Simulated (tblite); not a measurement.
# C5H14GaNO: the cost of one run

The runs use tblite 0.8.0 and PySCF 2.14.0, with density-fitted response routines of our own; the level of theory stands in each step. All values are computed, except where a source is named. Atoms count from 0, in the outputs and in this text.

### 1 The starting structure

22 atoms, charge 0, multiplicity 1; geometry from: force field or distance geometry start.

Bonds of the start (Å): C0–C1 1.52, C1–O2 1.38, O2–C3 1.39, C3–C4 1.51, C4–C5 1.52, C1–Ga6 1.99, Ga6–N7 1.93, C5–C3 1.51, C0–H8 1.13, C0–H9 1.12, C0–H10 1.08, C1–H11 1.13, C3–H12 1.10, C4–H13 1.12, C4–H14 1.10, C5–H15 1.10, C5–H16 1.10, Ga6–H17 1.60, Ga6–H18 1.60, N7–H19 1.05, N7–H20 1.02, N7–H21 1.06.

### 2 Relaxing the molecule with GFN2-xTB

Job settings and geometry (Å):

```
{"job": {"kind": "relax", "xc": "GFN2-xTB", "basis": "xTB"}, "charge": 0, "multiplicity": 1}
C      0.661400    -2.051300     0.218200
C      0.437200    -0.553400     0.046900
O     -0.859300    -0.401100    -0.389200
C     -1.628800     0.337200     0.504400
C     -3.091000     0.015300     0.704800
C     -2.679600     1.189800    -0.166300
Ga     1.745600     0.293300    -1.194900
N      3.129000     1.044700    -0.074800
H     -0.169500    -2.582000    -0.325300
H      0.574600    -2.382400     1.280500
H      1.597200    -2.333000    -0.250800
H      0.482700    -0.037100     1.046500
H     -1.123700     0.666600     1.429100
H     -3.514000     0.325300     1.692100
H     -3.568100    -0.836300     0.201600
H     -2.874000     1.006500    -1.237200
H     -2.700600     2.224200     0.221200
H      1.064400     1.420000    -2.108600
H      2.408000    -0.827000    -2.131800
H      2.901800     2.034300     0.184300
H      4.055400     0.965700    -0.488000
H      3.140900     0.500000     0.836800
```

Started as:

```bash
> OMP_NUM_THREADS=1 python probes_run.py task.json out
```

One launch serves the whole session: the jobs run in the order shown.

Q: Estimate the wall time of this first job on 1 thread of AMD EPYC 9R45, shared host.

About 1.3 s.
